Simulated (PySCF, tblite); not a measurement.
# B₃BrH₅N₃, a small molecule taken as a stand-in for a surface group (BN ring, B edge): NMR shifts, core binding energies and electronic excitations

What NMR shifts, core binding energies and electronic excitations should one expect for `BrB1NBNBN1`?

Computed with tblite 0.8.0 and PySCF 2.14.0; each step states its level. No surroundings beyond the atoms listed, unless a continuum is named. Atoms count from 0, parts from 1.

### 1 The system as given

12 atoms, charge 0, multiplicity 1; geometry: distance geometry start.

### 2 Relaxing the cluster with GFN2-xTB

The job: settings as JSON, then the geometry in Å.

```
{"job": {"kind": "relax", "xc": "GFN2-xTB", "basis": "xTB"}, "charge": 0, "multiplicity": 1}
N      0.358064    -0.843640     0.965045
B      0.459708     0.704545     1.095023
N      0.019928     1.513374    -0.168008
B      0.066525     0.722660    -1.527897
N     -0.531719    -0.713612    -1.505856
B     -0.592676    -1.391457    -0.123882
Br    -0.888997    -3.393190    -0.115896
H      1.215292    -1.344873     1.095918
H      0.158619     1.148119     2.107603
H     -0.751763     2.113898    -0.032929
H      0.999693     0.911692    -2.136952
H     -1.305932    -0.871693    -2.136820
```

With the program's defaults for keys left out, this is: GFN2-xTB geometry optimisation, gas phase.

On the command line:

```console
$ OMP_NUM_THREADS=1 python cluster_run.py task.json out
```

The driver reads the jobs from task.json and runs them one after another.

The log of the run:

```text
step      E/eV     max force
  0    -522.17707    4.344
  1    -523.15473    2.687
  2    -524.06069    2.688
  3    -524.37049    1.505
  4    -524.63954    1.358
  5    -524.71431    1.010
  6    -524.86123    1.203
  7    -524.98611    1.119
  8    -525.12765    1.129
  9    -525.22501    0.878
 10    -525.35422    1.020
 11    -525.52514    1.195
 12    -525.65413    1.137
 13    -525.76079    0.976
 14    -525.80612    1.646
 15    -525.93217    1.083
 16    -526.04645    1.158
 17    -526.16822    0.685
 18    -526.21440    0.585
 19    -526.25066    0.678
 20    -526.30395    0.576
 21    -526.32429    0.421
 22    -526.33880    0.393
 23    -526.35053    0.454
 24    -526.36139    0.413
 25    -526.37032    0.225
 26    -526.37622    0.229
 27    -526.38044    0.277
 28    -526.38461    0.260
 29    -526.38711    0.139
 30    -526.38918    0.149
 31    -526.39180    0.197
 32    -526.39456    0.194
 33    -526.39717    0.163
 34    -526.39911    0.139
 35    -526.40057    0.150
 36    -526.40182    0.118
 37    -526.40286    0.087
 38    -526.40360    0.068
 39    -526.40408    0.081
 40    -526.40437    0.057
 41    -526.40457    0.035
 42    -526.40475    0.042
 43    -526.40494    0.051
 44    -526.40512    0.045
 45    -526.40525    0.033
 46    -526.40534    0.030
 47    -526.40541    0.030
 48    -526.40548    0.028
 49    -526.40554    0.019
 50    -526.40559    0.025
 51    -526.40564    0.025
 52    -526.40570    0.027
 53    -526.40578    0.030
 54    -526.40586    0.024
 55    -526.40590    0.015
 56    -526.40591    0.013
 57    -526.40593    0.013
 58    -526.40595    0.014
 59    -526.40598    0.011
 60    -526.40599    0.005
```

Wall time 1.6 s (1 thread of Arm Neoverse V1, shared host).

The steps of the relaxation:

| step | energy from step 0 (eV) | largest force (eV/Å) |
| --- | --- | --- |
| 0 | 0.0000 | 4.3437 |
| 2 | -1.8836 | 2.6883 |
| 4 | -2.4625 | 1.3577 |
| 6 | -2.6842 | 1.2032 |
| 8 | -2.9506 | 1.1281 |
| 10 | -3.1772 | 1.0198 |
| 12 | -3.4771 | 1.1369 |
| 14 | -3.6291 | 1.6468 |
| 16 | -3.8694 | 1.1585 |
| 18 | -4.0373 | 0.5852 |
| 20 | -4.1269 | 0.5758 |
| 22 | -4.1617 | 0.3926 |
| 24 | -4.1843 | 0.4126 |
| 26 | -4.1992 | 0.2287 |
| 28 | -4.2075 | 0.2607 |
| 30 | -4.2121 | 0.1490 |
| 32 | -4.2175 | 0.1942 |
| 34 | -4.2220 | 0.1390 |
| 36 | -4.2248 | 0.1184 |
| 38 | -4.2265 | 0.0683 |
| 40 | -4.2273 | 0.0565 |
| 42 | -4.2277 | 0.0422 |
| 44 | -4.2281 | 0.0442 |
| 46 | -4.2283 | 0.0299 |
| 48 | -4.2284 | 0.0284 |
| 50 | -4.2285 | 0.0247 |
| 52 | -4.2286 | 0.0274 |
| 54 | -4.2288 | 0.0241 |
| 56 | -4.2288 | 0.0137 |
| 58 | -4.2289 | 0.0142 |
| 60 | -4.2289 | 0.0054 |

Close pairs (by a distance rule), those that changed most:

| bond | before (Å) | after (Å) | change (Å) |
| --- | --- | --- | --- |
| N2–B3 | 1.574 | 1.416 | -0.158 |
| B1–N2 | 1.563 | 1.416 | -0.147 |
| N0–B5 | 1.546 | 1.411 | -0.135 |
| N0–B1 | 1.557 | 1.423 | -0.134 |
| B3–N4 | 1.556 | 1.423 | -0.134 |
| N4–B5 | 1.540 | 1.410 | -0.130 |
| B5–Br6 | 2.024 | 1.901 | -0.123 |
| B3–H10 | 1.130 | 1.171 | +0.041 |

### 3 Geometry optimisation at PBE0-D3(BJ)/def2-SVP

The job: settings as JSON, then the geometry in Å.

```
{"job": {"xc": "PBE0", "basis": "def2-SVP", "d3": "d3bj", "grid": 2, "kind": "geom", "shake": 0.01}, "charge": 0, "multiplicity": 1}
N      0.187568    -0.726593     1.172195
B      0.367544     0.700241     1.237410
N      0.181367     1.431435     0.029256
B     -0.121798     0.845684    -1.202185
N     -0.348517    -0.572937    -1.212288
B     -0.193522    -1.339433    -0.037989
Br    -0.445132    -3.228042    -0.084170
H      0.297516    -1.244439     2.002814
H      0.666795     1.225057     2.268139
H      0.338881     2.429407     0.073839
H     -0.298034     1.469135    -2.168460
H     -0.594177    -1.017098    -2.061561
```

The log of the run:

```text
step   0  E = -2815.20379094  max force = 0.033078
step   1  E = -2815.20802267  max force = 0.004709
step   2  E = -2815.20809446  max force = 0.001722
step   3  E = -2815.20812950  max force = 0.001150
step   4  E = -2815.20813978  max force = 0.000677
step   5  E = -2815.20814157  max force = 0.000522
step   6  E = -2815.20814385  max force = 0.000072
optimisation converged
```

Wall time 90 s (1 thread of Arm Neoverse V1, shared host); peak memory 0.75 GiB.

Relaxation path:

| step | energy from step 0 (eV) | largest force component (eV/Å) |
| --- | --- | --- |
| 0 | 0.0000 | 1.7009 |
| 1 | -0.1152 | 0.2421 |
| 2 | -0.1171 | 0.0885 |
| 3 | -0.1181 | 0.0591 |
| 4 | -0.1183 | 0.0348 |
| 5 | -0.1184 | 0.0268 |
| 6 | -0.1184 | 0.0037 |

Distances of close pairs at the start and the end, largest changes first:

| bond | before (Å) | after (Å) | change (Å) |
| --- | --- | --- | --- |
| B3–H10 | 1.163 | 1.208 | +0.045 |
| B5–Br6 | 1.906 | 1.940 | +0.034 |
| N2–B3 | 1.397 | 1.426 | +0.029 |
| N0–H7 | 0.985 | 1.012 | +0.027 |
| N4–H11 | 0.989 | 1.012 | +0.022 |
| B1–H8 | 1.195 | 1.208 | +0.013 |
| N0–B1 | 1.440 | 1.429 | -0.011 |
| N0–B5 | 1.409 | 1.420 | +0.011 |

The end geometry stands in the next job.

| at the end point | value |
| --- | --- |
| point group (found at 0.08 Å tolerance) | C2v |
| rotational constants (GHz, main isotopes) | 5.265, 0.923, 0.786 |
| dipole moment (D) | 1.53 |

### 4 NMR shieldings: PBE0/pcSseg-1

The job: settings as JSON, then the geometry in Å.

```
{"job": {"kind": "nmr", "xc": "PBE0", "basis": "pcSseg-1"}, "charge": 0, "multiplicity": 1}
N      0.193550    -0.752550     1.108076
B      0.378679     0.662768     1.175998
N      0.189344     1.407856    -0.025098
B     -0.171302     0.800977    -1.264157
N     -0.344216    -0.617458    -1.275530
B     -0.166414    -1.398690    -0.103611
Br    -0.411728    -3.322595    -0.157112
H      0.319823    -1.309268     1.943213
H      0.683668     1.200829     2.213499
H      0.315471     2.410930     0.003234
H     -0.326557     1.454605    -2.267978
H     -0.600690    -1.078084    -2.138868
```

Level: GIAO PBE0/pcSseg-1 NMR shielding, non-relativistic, gas phase.

The log of the run:

```text
coarse grid: 50592 points
cycle   1  E = -2815.3141879395  dE = -2.432e-01  |g| = 8.408e-01  |ddm| = 3.263e+00
cycle   2  E = -2815.2838895961  dE =  3.030e-02  |g| = 7.326e-01  |ddm| = 7.603e-01
cycle   3  E = -2815.3711966217  dE = -8.731e-02  |g| = 2.033e-01  |ddm| = 5.448e-01
cycle   4  E = -2815.3797566540  dE = -8.560e-03  |g| = 2.664e-02  |ddm| = 1.366e-01
cycle   5  E = -2815.3798599862  dE = -1.033e-04  |g| = 7.985e-03  |ddm| = 2.257e-02
cycle   6  E = -2815.3798770031  dE = -1.702e-05  |g| = 1.701e-03  |ddm| = 7.950e-03
cycle   7  E = -2815.3798775668  dE = -5.637e-07  |g| = 6.546e-04  |ddm| = 1.885e-03
final grid: 106536 points
cycle   8  E = -2815.3798662420  dE =  6.746e-08  |g| = 9.333e-04  |ddm| = 1.658e-03
cycle   9  E = -2815.3798660212  dE =  2.208e-07  |g| = 1.389e-03  |ddm| = 1.744e-03
cycle  10  E = -2815.3798664190  dE = -3.979e-07  |g| = 1.042e-04  |ddm| = 9.824e-04
cycle  11  E = -2815.3798664210  dE = -2.000e-09  |g| = 8.877e-06  |ddm| = 8.262e-05
cycle  12  E = -2815.3798664211  dE = -1.864e-11  |g| = 2.755e-06  |ddm| = 9.961e-06
converged SCF energy = -2815.3798664211

GIAO shielding tensors (ppm)
atom      isotropic    diamagn.    paramagn.     s11        s22        s33       span
  0 N      119.078     324.055    -204.977    -10.281    157.776    209.740    220.022
  1 B       72.792     195.565    -122.773     46.590     58.327    113.459     66.868
  2 N      121.745     323.824    -202.079    -21.569    151.425    235.378    256.947
  3 B       72.793     195.467    -122.675     46.589     58.334    113.456     66.866
  4 N      119.105     323.875    -204.770    -10.221    157.780    209.757    219.978
  5 B       69.986     192.653    -122.667     52.299     62.679     94.980     42.681
  6 Br    2519.230    3125.580    -606.350   2240.131   2442.931   2874.626    634.495
  7 H       25.683      30.328      -4.645     19.881     27.501     29.665      9.785
  8 H       26.542      28.761      -2.219     23.614     26.795     29.215      5.601
  9 H       25.632      30.198      -4.566     21.423     25.041     30.432      9.009
 10 H       26.541      28.601      -2.060     23.614     26.795     29.213      5.599
 11 H       25.684      30.094      -4.410     19.880     27.505     29.668      9.787
```

It took 22 s on 1 thread of Arm Neoverse V1, shared host; peak memory 0.9 GiB.

The references, computed at this level on geometries of the same kind, shield at (ppm): ¹H TMS 31.27, ¹⁵N NH3 265.7, ¹¹B BF3·OEt2 100.7, ⁷⁹Br HBr 2584. Their shielding less the atom's gives the shift. The references are single molecules in the gas phase, so shifts against H2O, NH3, PH3, H3PO4 or CFCl3 are not on the usual liquid scales and can be off by tens of ppm. Atoms listed in one row are averaged.

| atoms | environment | σ (ppm) | δ (ppm) |
| --- | --- | --- | --- |
| H9 | hydrogen on a nitrogen bonded to 2 B | 25.63 | 5.63 |
| H7, H11 | hydrogen on a nitrogen bonded to 2 B | 25.68 | 5.58 |
| H8, H10 | hydrogen on a boron bonded to 2 N | 26.54 | 4.73 |
| N0, N4 | nitrogen bonded to 2 B, H | 119.1 | 146.6 |
| N2 | nitrogen bonded to 2 B, H | 121.7 | 143.9 |
| B5 | boron bonded to Br, 2 N | 70.0 | 30.7 |
| B1, B3 | boron bonded to 2 N, H | 72.8 | 27.9 |
| Br6 | bromine bonded to B | 2519 | 65 |

The run also stored atomic charges by several schemes (e):

| atoms | Mulliken | IAO | Hirshfeld | ESP fit |
| --- | --- | --- | --- | --- |
| N0, N4 | -0.52 | -0.46 | -0.23 | -0.36 |
| B1, B3 | 0.34 | 0.19 | 0.17 | 0.36 |
| N2 | -0.54 | -0.45 | -0.22 | -0.58 |
| B5 | 0.54 | 0.23 | 0.18 | 0.14 |
| Br6 | -0.33 | -0.10 | -0.11 | -0.15 |

Mayer bond orders: N0–B1 1.14, B1–N2 1.17, N2–B3 1.17, B3–N4 1.14, N4–B5 1.18, B5–Br6 0.96, B5–N0 1.18.

Ring of atoms N0, B1, N2, B3, N4, B5: NICS(0) -3.1, NICS(1) -3.3, NICS(1)zz -4.7 ppm (means of both faces).

### 5 Core-electron binding energies: SCAN, X2C

The job, as its differences from that of step 4:

```diff
@@ -1,2 +1,2 @@
-{"job": {"kind": "nmr", "xc": "PBE0", "basis": "pcSseg-1"}, "charge": 0, "multiplicity": 1}
+{"job": {"kind": "xps", "holes": 5}, "charge": 0, "multiplicity": 1}
 N      0.193550    -0.752550     1.108076
```

Method: delta-SCF UKS SCAN, pcX-2 on the ionised atom, pcseg-1 elsewhere, spin-free X2C.

The log of the run:

```text
ground state, core basis on atom 1 (B), 167 functions
  cycle   1  E = -2840.61938708  |g| = 6.29e-01
  cycle   2  E = -2840.49708553  |g| = 9.49e-01
  cycle   3  E = -2840.70600912  |g| = 9.21e-02
  cycle   4  E = -2840.70831474  |g| = 2.61e-02
  cycle   5  E = -2840.70846462  |g| = 1.09e-02
  cycle   6  E = -2840.70849230  |g| = 3.15e-03
  cycle   7  E = -2840.70849911  |g| = 1.33e-03
  cycle   8  E = -2840.70849481  |g| = 6.05e-04
  cycle   9  E = -2840.70849471  |g| = 5.24e-05
  E(ground) = -2840.87056344 Eh
hole in B 1s of atom 1
  cycle   1  E = -2833.09098512  |g| = 1.17e+00
  cycle   2  E = -2830.85127785  |g| = 1.96e+00
  cycle   3  E = -2833.27723304  |g| = 5.74e-01
  cycle   4  E = -2833.47319630  |g| = 2.47e-01
  cycle   5  E = -2833.48886144  |g| = 1.69e-01
  cycle   6  E = -2833.50156328  |g| = 4.53e-02
  cycle   7  E = -2833.50235350  |g| = 2.59e-02
  cycle   8  E = -2833.50276560  |g| = 7.64e-03
  cycle   9  E = -2833.50284440  |g| = 5.41e-03
  cycle  10  E = -2833.50288252  |g| = 3.46e-03
  cycle  11  E = -2833.50289360  |g| = 2.27e-03
  cycle  12  E = -2833.50289751  |g| = 8.73e-04
  cycle  13  E = -2833.50289833  |g| = 3.66e-04
  E(ion) = -2833.66481211 Eh   <S^2> = 0.8072   hole on atom = 1.000   binding energy = 196.078 eV
ground state, core basis on atom 2 (N), 167 functions
  cycle   1  E = -2840.72592609  |g| = 7.17e-02
  cycle   2  E = -2840.72592922  |g| = 6.57e-03
  cycle   3  E = -2840.72591736  |g| = 9.29e-03
  cycle   4  E = -2840.72594420  |g| = 1.48e-03
  cycle   5  E = -2840.72594515  |g| = 2.61e-04
  E(ground) = -2840.88505644 Eh
hole in N 1s of atom 2
  cycle   1  E = -2825.13995871  |g| = 1.87e+00
  cycle   2  E = -2821.65247495  |g| = 2.70e+00
  cycle   3  E = -2825.50743595  |g| = 6.97e-01
  cycle   4  E = -2825.82336542  |g| = 2.22e-01
  cycle   5  E = -2825.83601379  |g| = 1.54e-01
  cycle   6  E = -2825.84645903  |g| = 5.27e-02
  cycle   7  E = -2825.84791080  |g| = 1.17e-02
  cycle   8  E = -2825.84799399  |g| = 3.03e-03
  cycle   9  E = -2825.84799864  |g| = 1.60e-03
  cycle  10  E = -2825.84799785  |g| = 6.06e-04
  cycle  11  E = -2825.84799869  |g| = 2.14e-04
  E(ion) = -2826.00533199 Eh   <S^2> = 0.7646   hole on atom = 1.000   binding energy = 404.898 eV
ground state, core basis on atom 4 (N), 167 functions
  cycle   1  E = -2840.72613523  |g| = 7.19e-02
  cycle   2  E = -2840.72612271  |g| = 1.33e-02
  cycle   3  E = -2840.72607716  |g| = 1.96e-02
  cycle   4  E = -2840.72616201  |g| = 1.88e-03
  cycle   5  E = -2840.72616207  |g| = 3.12e-04
  E(ground) = -2840.88515209 Eh
hole in N 1s of atom 4
  cycle   1  E = -2825.13623926  |g| = 1.87e+00
  cycle   2  E = -2824.29571617  |g| = 2.15e+00
  cycle   3  E = -2825.73656775  |g| = 4.74e-01
  cycle   4  E = -2825.78578229  |g| = 3.28e-01
  cycle   5  E = -2825.84344939  |g| = 5.97e-02
  cycle   6  E = -2825.84478017  |g| = 2.33e-02
  cycle   7  E = -2825.84503930  |g| = 8.31e-03
  cycle   8  E = -2825.84507595  |g| = 2.59e-03
  cycle   9  E = -2825.84507910  |g| = 8.68e-04
  cycle  10  E = -2825.84508008  |g| = 5.20e-04
  cycle  11  E = -2825.84507954  |g| = 2.60e-04
  E(ion) = -2826.00229818 Eh   <S^2> = 0.7646   hole on atom = 1.000   binding energy = 404.983 eV
ground state, core basis on atom 5 (B), 167 functions
  cycle   1  E = -2840.70905738  |g| = 5.45e-02
  cycle   2  E = -2840.70870959  |g| = 4.75e-02
  cycle   3  E = -2840.70924478  |g| = 1.87e-02
  cycle   4  E = -2840.70933941  |g| = 5.48e-03
  cycle   5  E = -2840.70934828  |g| = 7.52e-04
  cycle   6  E = -2840.70934793  |g| = 1.94e-04
  E(ground) = -2840.87218437 Eh
hole in B 1s of atom 5
  cycle   1  E = -2833.04787600  |g| = 1.19e+00
  cycle   2  E = -2831.23876369  |g| = 2.14e+00
  cycle   3  E = -2833.32151217  |g| = 5.29e-01
  cycle   4  E = -2833.41477719  |g| = 3.37e-01
  cycle   5  E = -2833.46422414  |g| = 1.04e-01
  cycle   6  E = -2833.46966418  |g| = 1.65e-02
  cycle   7  E = -2833.46989551  |g| = 7.84e-03
  cycle   8  E = -2833.46996923  |g| = 4.15e-03
  cycle   9  E = -2833.46999833  |g| = 2.68e-03
  cycle  10  E = -2833.47000872  |g| = 1.73e-03
  cycle  11  E = -2833.47000887  |g| = 8.13e-04
  cycle  12  E = -2833.47000956  |g| = 3.15e-04
  E(ion) = -2833.63055879 Eh   <S^2> = 0.8057   hole on atom = 1.000   binding energy = 197.055 eV
```

Wall time 42 s (1 thread of Arm Neoverse V1, shared host); peak memory 0.62 GiB.

The holes in one table. −ε is the ground-state orbital energy:

| hole | stands for | environment | ΔSCF (eV) | −ε (eV) | ⟨S²⟩ |
| --- | --- | --- | --- | --- | --- |
| B1s on B1 | B1, B3 | boron bonded to 2 N, H | 196.08 | 180.4 | 0.807 |
| N1s on N2 | N2 | nitrogen bonded to 2 B, H | 404.90 | 386.0 | 0.765 |
| N1s on N4 | N0, N4 | nitrogen bonded to 2 B, H | 404.98 | 386.1 | 0.765 |
| B1s on B5 | B5 | boron bonded to Br, 2 N | 197.05 | 181.6 | 0.806 |

Each hole run stands for the others of its class of like atoms.

### 6 Excited states and response: CAM-B3LYP/def2-SVPD

The job, as its differences from that of step 5:

```diff
@@ -1,2 +1,2 @@
-{"job": {"kind": "xps", "holes": 5}, "charge": 0, "multiplicity": 1}
+{"job": {"kind": "uv", "xc": "CAM-B3LYP", "basis": "def2-SVPD", "nstates": 6, "ntriplets": 2, "ip": true}, "charge": 0, "multiplicity": 1}
 N      0.193550    -0.752550     1.108076
```

With the program's defaults for keys left out, this is: TDDFT CAM-B3LYP/def2-SVPD, vertical, gas phase, core orbitals frozen in the response.

The log of the run:

```text
coarse grid: 50592 points
cycle   1  E = -2815.7407257711  dE =  4.898e-02  |g| = 5.393e-01  |ddm| = 9.614e+00
cycle   2  E = -2815.7505050859  dE = -9.779e-03  |g| = 5.429e-01  |ddm| = 2.057e+00
cycle   3  E = -2815.8110274870  dE = -6.052e-02  |g| = 4.759e-02  |ddm| = 1.284e+00
cycle   4  E = -2815.8115949228  dE = -5.674e-04  |g| = 1.877e-02  |ddm| = 1.815e-01
cycle   5  E = -2815.8116900198  dE = -9.510e-05  |g| = 7.162e-03  |ddm| = 6.495e-02
cycle   6  E = -2815.8117002652  dE = -1.025e-05  |g| = 6.781e-04  |ddm| = 2.448e-02
cycle   7  E = -2815.8117004331  dE = -1.679e-07  |g| = 2.517e-04  |ddm| = 4.914e-03
final grid: 106536 points
cycle   8  E = -2815.8116734316  dE = -1.542e-08  |g| = 2.777e-04  |ddm| = 1.061e-02
cycle   9  E = -2815.8116734240  dE =  7.599e-09  |g| = 3.443e-04  |ddm| = 1.163e-03
cycle  10  E = -2815.8116734480  dE = -2.398e-08  |g| = 1.542e-05  |ddm| = 5.221e-04
cycle  11  E = -2815.8116734481  dE = -6.457e-11  |g| = 5.243e-06  |ddm| = 8.555e-05
converged SCF energy = -2815.8116734481

Static polarisability (au): isotropic 81.518, principal 57.065 83.899 103.588

Singlet excitations
state   eV       nm        f      main configurations
  1   6.9087    179.5   0.00136   H->L+1 0.51, H-2->L+2 0.30, H-3->L+1 0.16
  2   7.2921    170.0   0.02375   H->L 0.85
  3   7.2975    169.9   0.00000   H-1->L+2 0.91
  4   7.3635    168.4   0.34024   H->L+2 0.93
  5   7.5451    164.3   0.03722   H-1->L 0.58, H-1->L+3 0.34
  6   7.6671    161.7   0.00839   H->L+3 0.62, H-3->L 0.11

Triplet excitations (Tamm-Dancoff, eV): 6.4792 6.5460
Vertical ionisation energy (delta-SCF) = 10.1208 eV
```

Wall time 2.9 min (1 thread of Arm Neoverse V1, shared host); peak memory 1.1 GiB.

The orbitals next to the gap, with their largest atomic shares:

| orbital | eV | atoms |
| --- | --- | --- |
| HOMO−3 | -10.44 | N2 34 %, Br6 33 %, B5 11 % |
| HOMO−2 | -9.99 | N4 35 %, N0 35 %, B5 8 % |
| HOMO−1 | -9.60 | Br6 83 %, B5 8 % |
| HOMO | -9.29 | Br6 50 %, N2 17 %, N4 9 % |
| LUMO | 0.77 | B5 25 %, B3 20 %, B1 20 % |
| LUMO+1 | 1.02 | B3 27 %, B1 27 %, N2 13 % |
| LUMO+2 | 1.13 | B5 26 %, Br6 16 %, N0 11 % |

With each of the 6 states as a Gaussian band of 0.4 eV half-width at 1/e, the curve within the window shown has maxima at 168 nm (ε 16,000) L/(mol cm). Beyond the last state computed it falls off for lack of states. The curve at chosen wavelengths:

```
 nm  ε (L/mol/cm)
156          2158
158          4023
159          5242
161          8140
162          9716
164         12747
166         15060
167         15769
169         16102
170         15726
172         14062
174         11590
175         10223
177          7534
178          6302
180          4202
182          2638
183          2047
185          1185
186           886
188           479
190           250
191           178
193            89
194            62
196            30
```

Further results of this job:

| property | computed |
| --- | --- |
| dipole moment (D) | 1.67 |
| polarisability (Å³) | 12.08 |
| HOMO–LUMO gap (eV) | 10.06 |
| −ε(HOMO) (eV) | 9.29 |

### 7 Results

```
                                                                    quantity                        value
                                                                 point group                          C2v
                                        rotational constants (main isotopes)         5.26, 0.92, 0.79 GHz
      ¹H shifts against TMS (PBE0/pcSseg-1, means over atoms taken as alike)         5.63, 5.58, 4.73 ppm
     ¹⁵N shifts against NH3 (PBE0/pcSseg-1, means over atoms taken as alike)             146.6, 143.9 ppm
¹¹B shifts against BF3·OEt2 (PBE0/pcSseg-1, means over atoms taken as alike)               30.7, 27.9 ppm
                                     ⁷⁹Br shifts against HBr (PBE0/pcSseg-1)                       65 ppm
                                            B1s binding energies, SCAN/pcX-2      B5 197.05, B1 196.08 eV
                                            N1s binding energies, SCAN/pcX-2      N4 404.98, N2 404.90 eV
                                        lowest singlet (CAM-B3LYP/def2-SVPD)  6.91 eV (179 nm), f = 0.001
                                    brightest single state of those computed  state 4, 7.36 eV, f = 0.340
                                                              lowest triplet                      6.48 eV
                                           vertical ionisation energy (ΔSCF)                     10.12 eV
```

In words: The start of the PBE0/def2-SVP relaxation was shaken at random by about 0.01 Å, so part of the energy gained, and of the first lengths quoted, undoes that. Over 6 steps the energy fell by 0.118 eV; of the close pairs, B3–H10 changed most, 1.163 to 1.208 Å (PBE0/def2-SVP). No frequency check was run at this level, so the end point may be a saddle. At PBE0/pcSseg-1: The widest tensor belongs to Br6: span 634 ppm, with a paramagnetic part of -606 ppm. At SCAN/pcX-2: B5 (boron bonded to Br, 2 N) binds its B1s electron 0.98 eV more tightly than B1 (boron bonded to 2 N, H). At SCAN/pcX-2: The N1s levels kept as sound span 0.09 eV, from N2 (nitrogen bonded to 2 B, H) up to N4 (nitrogen bonded to 2 B, H). The first singlet state (HOMO→LUMO+1 0.51, HOMO−2→LUMO+2 0.30) lies at 6.91 eV and is weak; of the 6 states computed, the strongest absorption comes from state 4 at 7.36 eV. The lowest triplet lies 0.43 eV below the lowest singlet (triplets in Tamm-Dancoff, singlets in full TDDFT). ΔSCF puts the ionisation energy at 10.12 eV, 0.83 eV above −ε(HOMO). Spin-orbit coupling is left out, which matters for shieldings and couplings at and beside the heavy atoms. A capped cluster stands for the solid here, so long-range fields and strain are missing, and bands or shifts of the capping hydrogens have no counterpart in it.
